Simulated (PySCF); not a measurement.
**C4H4N2OS: runs on many settings**

Aim: see how C4H4N2OS (`CC(=O)c1cnsn1`) answers to the choice of functional, basis, grid and SCF options, and what happens with inputs that are wrong on purpose.

The runs use PySCF 2.14.0, with density-fitted response routines of our own; the level of theory stands in each step. All values are computed, except where a source is named. Atoms count from 0, in the outputs and in this text.

## 1. Starting geometry

12 atoms, charge 0, multiplicity 1; geometry from: GFN2-xTB.

Bonds of the start (Å): C0–C1 1.50, C1–O2 1.21, C1–C3 1.48, C3–C4 1.42, C4–N5 1.31, N5–S6 1.62, S6–N7 1.61, N7–C3 1.32, C0–H8 1.09, C0–H9 1.09, C0–H10 1.09, C4–H11 1.07.

## 2. NMR shieldings: PBE/6-311G**

Job settings and geometry (Å):

```
{"job": {"kind": "nmr", "xc": "PBE", "basis": "6-311G**", "pop": false, "scf": {"diis": false, "max_cycle": 94}}, "charge": 0, "multiplicity": 1}
C     -1.801604    -0.411649     0.617464
C     -0.891467     0.405513    -0.251836
O     -1.268818     1.278169    -0.998329
C      0.543846     0.068035    -0.137363
C      1.598510     0.691064    -0.851322
N      2.775547     0.198437    -0.558854
S      2.592766    -0.979100     0.545455
N      0.991407    -0.880419     0.671726
H     -1.506774    -0.296191     1.658026
H     -1.693460    -1.463837     0.363016
H     -2.832371    -0.096653     0.481298
H      1.493615     1.485945    -1.565308
```

Method: GIAO PBE/6-311G** NMR shielding, non-relativistic, gas phase.

Run with:

```sh
> OMP_NUM_THREADS=1 python probes_run.py task.json out
```

This one command runs all jobs of the session in turn.

What it wrote:

```text
final grid: 111264 points
cycle   1  E = -737.0746377581  dE =  1.474e+00  |g| = 9.782e-01  |ddm| = 3.413e+00
cycle   2  E = -733.2941038382  dE =  3.781e+00  |g| = 3.171e+00  |ddm| = 4.966e+00
cycle   3  E = -682.5854273272  dE =  5.071e+01  |g| = 1.205e+01  |ddm| = 3.294e+01
cycle   4  E = -572.3542994893  dE =  1.102e+02  |g| = 1.674e+01  |ddm| = 3.807e+01
cycle   5  E = -306.5538062475  dE =  2.658e+02  |g| = 2.814e+01  |ddm| = 3.623e+01
cycle   6  E = -302.9791447391  dE =  3.575e+00  |g| = 4.398e+01  |ddm| = 4.472e+01
cycle   7  E = -150.8513714035  dE =  1.521e+02  |g| = 3.103e+01  |ddm| = 4.879e+01
cycle   8  E = -273.6170354134  dE = -1.228e+02  |g| = 4.415e+01  |ddm| = 4.913e+01
cycle   9  E = -157.1238284196  dE =  1.165e+02  |g| = 3.002e+01  |ddm| = 4.421e+01
cycle  10  E = -268.7678949830  dE = -1.116e+02  |g| = 4.386e+01  |ddm| = 4.522e+01
[... 74 cycles left out ...]
cycle  85  E = -158.5339743507  dE =  1.096e+02  |g| = 3.000e+01  |ddm| = 4.521e+01
cycle  86  E = -268.0921810312  dE = -1.096e+02  |g| = 4.392e+01  |ddm| = 4.521e+01
cycle  87  E = -158.5339743507  dE =  1.096e+02  |g| = 3.000e+01  |ddm| = 4.521e+01
cycle  88  E = -268.0921810312  dE = -1.096e+02  |g| = 4.392e+01  |ddm| = 4.521e+01
cycle  89  E = -158.5339743507  dE =  1.096e+02  |g| = 3.000e+01  |ddm| = 4.521e+01
cycle  90  E = -268.0921810312  dE = -1.096e+02  |g| = 4.392e+01  |ddm| = 4.521e+01
cycle  91  E = -158.5339743507  dE =  1.096e+02  |g| = 3.000e+01  |ddm| = 4.521e+01
cycle  92  E = -268.0921810312  dE = -1.096e+02  |g| = 4.392e+01  |ddm| = 4.521e+01
cycle  93  E = -158.5339743507  dE =  1.096e+02  |g| = 3.000e+01  |ddm| = 4.521e+01
cycle  94  E = -268.0921810312  dE = -1.096e+02  |g| = 4.392e+01  |ddm| = 4.521e+01
SCF not converged, last energy = -268.0921810312
```

Run time: 3.3 min. Hardware: 1 thread of Arm Neoverse N1, shared host; peak memory 0.48 GiB.

Diagnosis: The SCF swings between two densities 109.56 Eh apart: plain iteration without DIIS overshoots. Cure: turn DIIS on. Numbers printed on the way are no properties of the molecule.

## 3. TDDFT and polarisability: wB97X-D/aug-pcSseg-1

Settings changed since step 2:

```diff
@@ -1,2 +1,2 @@
-{"job": {"kind": "nmr", "xc": "PBE", "basis": "6-311G**", "pop": false, "scf": {"diis": false, "max_cycle": 94}}, "charge": 0, "multiplicity": 1}
+{"job": {"kind": "uv", "xc": "wB97X-D", "basis": "aug-pcSseg-1", "nstates": 6, "ntriplets": 2, "tda": false, "scf": {"aux": "def2-qzvpp-jkfit"}}, "charge": 0, "multiplicity": 1}
 C     -1.801604    -0.411649     0.617464
```

Level: TDDFT wB97X-D/aug-pcSseg-1, vertical, gas phase, core orbitals frozen in the response.

What it wrote:

```text
final grid: 111264 points
cycle   1  E = -737.4031072642  dE =  1.891e+00  |g| = 8.803e-01  |ddm| = 7.781e+00
cycle   2  E = -737.2139443390  dE =  1.892e-01  |g| = 1.396e+00  |ddm| = 3.594e+00
cycle   3  E = -737.5667245460  dE = -3.528e-01  |g| = 1.057e-01  |ddm| = 2.299e+00
cycle   4  E = -737.5686053481  dE = -1.881e-03  |g| = 6.477e-02  |ddm| = 4.739e-01
cycle   5  E = -737.5694659920  dE = -8.606e-04  |g| = 2.435e-02  |ddm| = 1.732e-01
cycle   6  E = -737.5695969142  dE = -1.309e-04  |g| = 7.659e-03  |ddm| = 8.067e-02
cycle   7  E = -737.5696145815  dE = -1.767e-05  |g| = 2.683e-03  |ddm| = 2.973e-02
cycle   8  E = -737.5696174525  dE = -2.871e-06  |g| = 1.021e-03  |ddm| = 1.046e-02
cycle   9  E = -737.5696179423  dE = -4.899e-07  |g| = 3.061e-04  |ddm| = 5.218e-03
cycle  10  E = -737.5696179949  dE = -5.254e-08  |g| = 1.349e-04  |ddm| = 1.916e-03
cycle  11  E = -737.5696180049  dE = -1.000e-08  |g| = 7.565e-05  |ddm| = 5.074e-04
cycle  12  E = -737.5696180071  dE = -2.196e-09  |g| = 2.661e-05  |ddm| = 3.033e-04
cycle  13  E = -737.5696180073  dE = -2.753e-10  |g| = 9.652e-06  |ddm| = 1.295e-04
converged SCF energy = -737.5696180073

Static polarisability (au): isotropic 79.826, principal 51.329 80.732 107.417

Singlet excitations
state   eV       nm        f      main configurations
  1   3.8887    318.8   0.00014   H->L 0.78, H->L+1 0.18
  2   4.9502    250.5   0.00001   H-2->L 0.89
  3   5.3561    231.5   0.25729   H-1->L 0.92
  4   5.7659    215.0   0.00089   H->L+1 0.46, H-4->L 0.29, H->L 0.13
  5   6.2661    197.9   0.03197   H-3->L 0.50, H-1->L+1 0.44
  6   6.3570    195.0   0.00287   H-4->L 0.38, H->L+1 0.27, H-2->L+1 0.23

Triplet excitations (Tamm-Dancoff, eV): 3.4094 3.8340
```

Run time: 75 s. Hardware: 1 thread of Arm Neoverse N1, shared host; peak memory 1.1 GiB.

The orbitals next to the gap, with their largest atomic shares:

```csv
orbital,eV,atoms
HOMO−3,-11.37,"N5 34 %, N7 33 %, C4 13 %"
HOMO−2,-10.85,"N5 48 %, N7 31 %, S6 7 %"
HOMO−1,-10.11,"S6 39 %, C3 19 %, C4 17 %"
HOMO,-9.81,"O2 60 %, C0 12 %, C1 11 %"
LUMO,-0.71,"N7 26 %, S6 20 %, O2 14 %"
LUMO+1,0.63,"C4 25 %, N5 22 %, C1 16 %"
LUMO+2,0.86,"H9 28 %, H8 28 %, H10 22 %"
```

With each of the 6 states as a Gaussian band of 0.4 eV half-width at 1/e, the curve within the window shown has maxima at 231 nm (ε 10,000) L/(mol cm). Beyond the last state computed it falls off for lack of states. The curve at chosen wavelengths:

```tsv
nm	ε (L/mol/cm)
186	565
194	1322
201	1495
209	2069
216	4544
224	8714
232	10415
239	8631
247	5028
254	2475
262	884
270	261
277	79
285	19
292	7
300	5
308	5
315	6
323	6
330	5
338	4
346	3
353	2
361	2
368	1
376	1
```

Further results of this job:

```csv
property,computed
dipole moment (D),1.88
polarisability (Å³),11.83
HOMO–LUMO gap (eV),9.11
−ε(HOMO) (eV),9.81
```

## 4. J couplings: PBE0/3-21G

Settings changed since step 3:

```diff
@@ -1,2 +1,2 @@
-{"job": {"kind": "uv", "xc": "wB97X-D", "basis": "aug-pcSseg-1", "nstates": 6, "ntriplets": 2, "tda": false, "scf": {"aux": "def2-qzvpp-jkfit"}}, "charge": 0, "multiplicity": 1}
+{"job": {"kind": "j", "xc": "PBE0", "basis": "3-21G", "scf": {"level_shift": 0.3, "conv": 1e-07}}, "charge": 0, "multiplicity": 1}
 C     -1.801604    -0.411649     0.617464
```

With the program's defaults for keys left out, this is: PBE0/3-21G indirect spin-spin coupling, non-relativistic, gas phase.

What it wrote:

```text
final grid: 111264 points
cycle   1  E = -733.0943035633  dE =  1.501e+00  |g| = 9.163e-01  |ddm| = 4.109e+00
cycle   2  E = -733.1033524324  dE = -9.049e-03  |g| = 1.088e+00  |ddm| = 2.750e+00
cycle   3  E = -733.2847843805  dE = -1.814e-01  |g| = 3.272e-01  |ddm| = 9.378e-01
cycle   4  E = -733.3056687202  dE = -2.088e-02  |g| = 7.586e-02  |ddm| = 4.771e-01
cycle   5  E = -733.3070893011  dE = -1.421e-03  |g| = 1.871e-02  |ddm| = 1.425e-01
cycle   6  E = -733.3071875995  dE = -9.830e-05  |g| = 7.892e-03  |ddm| = 3.124e-02
cycle   7  E = -733.3072033768  dE = -1.578e-05  |g| = 2.947e-03  |ddm| = 1.083e-02
cycle   8  E = -733.3072062072  dE = -2.830e-06  |g| = 9.921e-04  |ddm| = 5.337e-03
cycle   9  E = -733.3072067955  dE = -5.883e-07  |g| = 4.173e-04  |ddm| = 2.455e-03
cycle  10  E = -733.3072069570  dE = -1.615e-07  |g| = 2.116e-04  |ddm| = 1.096e-03
cycle  11  E = -733.3072070086  dE = -5.154e-08  |g| = 1.159e-04  |ddm| = 6.245e-04
level shift removed, Fock matrix diagonalised once more
converged SCF energy = -733.3072070086

Indirect spin-spin couplings (Hz)
  i      j    bonds     total        FC       PSO       DSO        SD
  0 C    1 C    1     37.599    38.656    -1.331     0.274         -
  0 C    2 O    2     -0.054    -1.829     1.743     0.032         -
  0 C    3 C    2      8.625     8.641    -0.067     0.052         -
  0 C    4 C    3      0.937     0.857     0.135    -0.055         -
  0 C    7 N    3      0.368     0.391     0.020    -0.028    -0.015
  0 C    8 H    1    100.475    98.453     1.185     0.836         -
  0 C    9 H    1    100.363    98.337     1.190     0.836         -
  0 C   10 H    1    103.554   101.621     1.142     0.791         -
  0 C   11 H    4     -0.312    -0.183     0.145    -0.273         -
  1 C    2 O    1     23.415     8.101    15.452    -0.137         -
  1 C    3 C    1     48.654    49.529    -1.264     0.389         -
  1 C    4 C    2      2.325     2.135     0.142     0.047         -
  1 C    5 N    3     -0.204    -0.116    -0.022     0.022    -0.088
  1 C    6 S    3      1.436     1.071     0.381    -0.017         -
  1 C    7 N    2     -5.909    -5.957    -0.067    -0.026     0.141
  1 C    8 H    2     -6.349    -6.308    -0.148     0.108         -
  1 C    9 H    2     -6.388    -6.354    -0.142     0.108         -
  1 C   10 H    2     -5.260    -4.925    -0.344     0.009         -
  1 C   11 H    3      0.163     0.239    -0.113     0.037         -
  2 O    3 C    2     -3.042    -2.347    -0.689    -0.006         -
  2 O    4 C    3     -0.487    -0.367    -0.100    -0.019         -
  2 O    5 N    4     -0.460    -0.128    -0.084    -0.012    -0.236
  2 O    7 N    3      1.909     0.371     0.678    -0.017     0.878
  2 O    8 H    3     -1.935    -2.685     0.518     0.232         -
  2 O    9 H    3     -1.958    -2.694     0.507     0.229         -
  2 O   10 H    3     -0.273    -1.100     0.820     0.007         -
  3 C    4 C    1     40.531    43.960    -3.787     0.358         -
  3 C    5 N    2      3.102     2.299     0.389    -0.015     0.429
  3 C    6 S    2     -0.764    -0.136    -0.630     0.002         -
  3 C    7 N    1      0.782    -2.781     4.512    -0.151    -0.798
  3 C    8 H    3      0.066    -0.003    -0.119     0.188         -
  3 C    9 H    3      0.062    -0.006    -0.115     0.183         -
  3 C   10 H    3      2.785     2.959     0.141    -0.315         -
  3 C   11 H    2      5.974     6.691    -0.580    -0.137         -
  4 C    5 N    1      1.775    -1.913     4.701    -0.125    -0.888
  4 C    6 S    2     -0.946    -0.369    -0.572    -0.004         -
  4 C    7 N    2      2.886     1.988     0.454    -0.012     0.456
  4 C    8 H    4     -0.371    -0.280     0.101    -0.191         -
  4 C    9 H    4     -0.374    -0.283     0.100    -0.190         -
  4 C   10 H    4      0.348     0.491     0.134    -0.277         -
  4 C   11 H    1    139.705   138.509     0.012     1.184         -
  5 N    6 S    1     16.275    11.620     4.766    -0.023    -0.088
  5 N    7 N    2      2.341     4.566    -2.436    -0.003     0.214
  5 N   11 H    2    -10.331   -11.392     0.955     0.110    -0.003
  6 S    7 N    1     16.753    11.622     5.134    -0.025     0.021
  6 S   11 H    3      4.447     4.617    -0.003    -0.167         -
  7 N    8 H    4     -0.380    -0.273     0.049    -0.159     0.002
  7 N    9 H    4     -0.366    -0.263     0.049    -0.154     0.003
  7 N   10 H    4     -0.525    -0.597    -0.029     0.094     0.007
  7 N   11 H    3     -0.004    -0.490     0.231     0.211     0.045
  8 H    9 H    2    -18.155   -17.220     1.085    -2.020         -
  8 H   10 H    2    -13.572   -12.254     1.095    -2.414         -
  8 H   11 H    5     -0.562     0.054     0.430    -1.046         -
  9 H   10 H    2    -13.672   -12.359     1.097    -2.410         -
  9 H   11 H    5     -0.558     0.055     0.427    -1.040         -
 10 H   11 H    5     -0.589    -0.003     0.432    -1.018         -
```

Wall time 17 s (1 thread of Arm Neoverse N1, shared host); peak memory 0.74 GiB.

The basis is not made for couplings: without tight functions at the nuclei these values are rough.

A choice of the couplings up to four bonds, sorted by the number of bonds, with means over like pairs; isotopes 13C, 1H, 15N, 17O, 33S:

```csv
pair,bonds,J (Hz),Fermi contact (Hz),dihedral (°)
C4–H11,1,139.7,138.5,–
C0–H8,1,101.5,99.5,–
C1–C3,1,48.7,49.5,–
C3–C4,1,40.5,44.0,–
C0–C1,1,37.6,38.7,–
C1–O2,1,23.4,8.1,–
S6–N7,1,16.8,11.6,–
N5–S6,1,16.3,11.6,–
C4–N5,1,1.8,-1.9,–
H8–H9,2,-15.1,-13.9,–
N5–H11,2,-10.3,-11.4,–
C0–C3,2,8.6,8.6,–
C1–H8,2,-6.0,-5.9,–
C3–H11,2,6.0,6.7,–
C1–N7,2,-5.9,-6.0,–
C3–N5,2,3.1,2.3,–
O2–C3,2,-3.0,-2.3,–
C4–N7,2,2.9,2.0,–
S6–H11,3,4.4,4.6,180
O2–N7,3,1.9,0.4,180
C1–S6,3,1.4,1.1,-180
O2–H8,3,-1.4,-2.2,–
```

The spin-dipole term was solved for some atoms only; pairs without it lack that part.

The response was solved for the nuclei of C, H, N alone, so couplings that need other nuclei can be missing.

Quadrupole couplings from the field gradients of the same density:

```csv
atom,isotope,eQq/h (MHz),η
S6,33S,-36.7,0.55
O2,17O,11.2,0.46
N5,14N,-4.201,0.19
N7,14N,-4.140,0.14
```

## 5. Ultraviolet spectrum: wB97X-D/STO-3G

Settings changed since step 4:

```diff
@@ -1,2 +1,2 @@
-{"job": {"kind": "j", "xc": "PBE0", "basis": "3-21G", "scf": {"level_shift": 0.3, "conv": 1e-07}}, "charge": 0, "multiplicity": 1}
+{"job": {"kind": "uv", "xc": "wB97X-D", "basis": "STO-3G", "nstates": 3, "ntriplets": 2, "tda": true, "scf": {"conv": 1e-11}}, "charge": 0, "multiplicity": 1}
 C     -1.801604    -0.411649     0.617464
```

Method: TDA wB97X-D/STO-3G, vertical, gas phase, core orbitals frozen in the response.

What it wrote:

```text
final grid: 111264 points
cycle   1  E = -728.6389758035  dE =  2.017e+00  |g| = 7.536e-01  |ddm| = 5.302e+00
cycle   2  E = -728.5055254202  dE =  1.335e-01  |g| = 1.167e+00  |ddm| = 2.223e+00
cycle   3  E = -728.8483948924  dE = -3.429e-01  |g| = 9.381e-02  |ddm| = 1.248e+00
cycle   4  E = -728.8504331507  dE = -2.038e-03  |g| = 5.475e-02  |ddm| = 1.679e-01
cycle   5  E = -728.8513332147  dE = -9.001e-04  |g| = 1.532e-02  |ddm| = 8.489e-02
cycle   6  E = -728.8514142968  dE = -8.108e-05  |g| = 5.012e-03  |ddm| = 2.686e-02
cycle   7  E = -728.8514256050  dE = -1.131e-05  |g| = 1.558e-03  |ddm| = 1.074e-02
cycle   8  E = -728.8514267130  dE = -1.108e-06  |g| = 5.183e-04  |ddm| = 3.245e-03
cycle   9  E = -728.8514268980  dE = -1.850e-07  |g| = 1.634e-04  |ddm| = 1.512e-03
cycle  10  E = -728.8514269157  dE = -1.768e-08  |g| = 4.315e-05  |ddm| = 4.617e-04
cycle  11  E = -728.8514269171  dE = -1.431e-09  |g| = 9.848e-06  |ddm| = 1.501e-04
cycle  12  E = -728.8514269171  dE = -6.503e-11  |g| = 2.632e-06  |ddm| = 3.231e-05
cycle  13  E = -728.8514269172  dE = -3.638e-12  |g| = 7.739e-07  |ddm| = 6.877e-06
converged SCF energy = -728.8514269172

Static polarisability (au): isotropic 35.452, principal 13.611 37.465 55.279

Singlet excitations
state   eV       nm        f      main configurations
  1   3.6688    337.9   0.00008   H->L 0.73, H->L+1 0.23
  2   5.0613    245.0   0.00029   H-1->L 0.88, H-1->L+1 0.09
  3   6.0326    205.5   0.00860   H->L+1 0.47, H-4->L 0.23, H->L 0.19

Triplet excitations (Tamm-Dancoff, eV): 2.8513 4.0171
```

It took 7 s on 1 thread of Arm Neoverse N1, shared host; peak memory 0.74 GiB.

This run: HOMO -6.54 eV, LUMO 2.72 eV; lowest singlet 3.67 eV.

## 6. Spin-spin couplings: BLYP/6-31G*

Settings changed since step 5:

```diff
@@ -1,2 +1,2 @@
-{"job": {"kind": "uv", "xc": "wB97X-D", "basis": "STO-3G", "nstates": 3, "ntriplets": 2, "tda": true, "scf": {"conv": 1e-11}}, "charge": 0, "multiplicity": 1}
+{"job": {"kind": "j", "xc": "BLYP", "basis": "6-31G*", "scf": {"max_cycle": 8}}, "charge": 0, "multiplicity": 1}
 C     -1.801604    -0.411649     0.617464
```

With the program's defaults for keys left out, this is: BLYP/6-31G* indirect spin-spin coupling, non-relativistic, gas phase.

What it wrote:

```text
final grid: 111264 points
cycle   1  E = -737.3863854176  dE =  1.500e+00  |g| = 9.778e-01  |ddm| = 4.158e+00
cycle   2  E = -733.5636210391  dE =  3.823e+00  |g| = 3.110e+00  |ddm| = 5.710e+00
cycle   3  E = -737.3299137570  dE = -3.766e+00  |g| = 9.380e-01  |ddm| = 5.702e+00
cycle   4  E = -737.5788298267  dE = -2.489e-01  |g| = 2.582e-01  |ddm| = 1.096e+00
cycle   5  E = -737.5815746287  dE = -2.745e-03  |g| = 2.450e-01  |ddm| = 4.850e-01
cycle   6  E = -737.5944583429  dE = -1.288e-02  |g| = 8.476e-02  |ddm| = 2.897e-01
cycle   7  E = -737.5960758766  dE = -1.618e-03  |g| = 3.066e-02  |ddm| = 1.272e-01
cycle   8  E = -737.5963356643  dE = -2.598e-04  |g| = 7.702e-03  |ddm| = 3.833e-02
SCF not converged, last energy = -737.5963356643
```

Wall time 14 s (1 thread of Arm Neoverse N1, shared host); peak memory 0.74 GiB.

**What went wrong.** The cap of 8 cycles ended the SCF at a gradient of 7.7e-03. The remedy is to raise the cap. Numbers printed on the way are no properties of the molecule.

## 7. Run by run: electronic excitations

Excitations and ground-state properties, with basis size and wall time:

```csv
run,lowest singlet (eV),brightest (eV),f,gap (eV),α (Å³),μ (D),functions,time
wB97X-D/aug-pcSseg-1,3.89,5.36,0.257,9.11,11.83,1.88,251,75 s
wB97X-D/STO-3G,3.67,6.03,0.009,9.27,5.25,1.44,48,7 s
```

## 8. Outcome

| quantity | value |
| --- | --- |
| lowest singlet (wB97X-D/aug-pcSseg-1) | 3.89 eV (319 nm), f = 0.000 |
| brightest single state of those computed | state 3, 5.36 eV, f = 0.257 |
| lowest triplet | 3.41 eV |
| largest coupling of the table (PBE0/3-21G) | ¹J(C,H) C4–H11, 139.7 Hz |
| range of the lowest singlet | 3.67 to 3.89 eV |
| property runs in this session | 5, of which 2 failed and 1 gave unsound results |

Single values in the summary come from the first run of each kind that ended normally (wB97X-D/aug-pcSseg-1; PBE0/3-21G), which need not be the best level. The lowest singlet, at 3.89 eV, is HOMO→LUMO 0.78, HOMO→LUMO+1 0.18 and is dark; of the 6 states computed, the strongest absorption comes from state 3 at 5.36 eV. The lowest triplet lies 0.48 eV below the lowest singlet (triplets in Tamm-Dancoff, singlets in full TDDFT). In the run at PBE0/3-21G, the largest coupling of the table is C4–H11, 139.7 Hz, of which the Fermi-contact term gives 138.5 Hz. Couplings across rotatable bonds belong to this one conformer; where others are populated, the observed values are averages. The lowest singlet runs from 3.67 eV (wB97X-D/STO-3G) to 3.89 eV (wB97X-D/aug-pcSseg-1), while the orbital gap spans 9.11 to 9.27 eV. A minimal basis can't describe excited states, so its value is no measure of the functional. The lowest state need not be the same one in every run. The runs solved for a few states only, so the brightest column depends on that window. Couplings from bases without tight functions are rough.
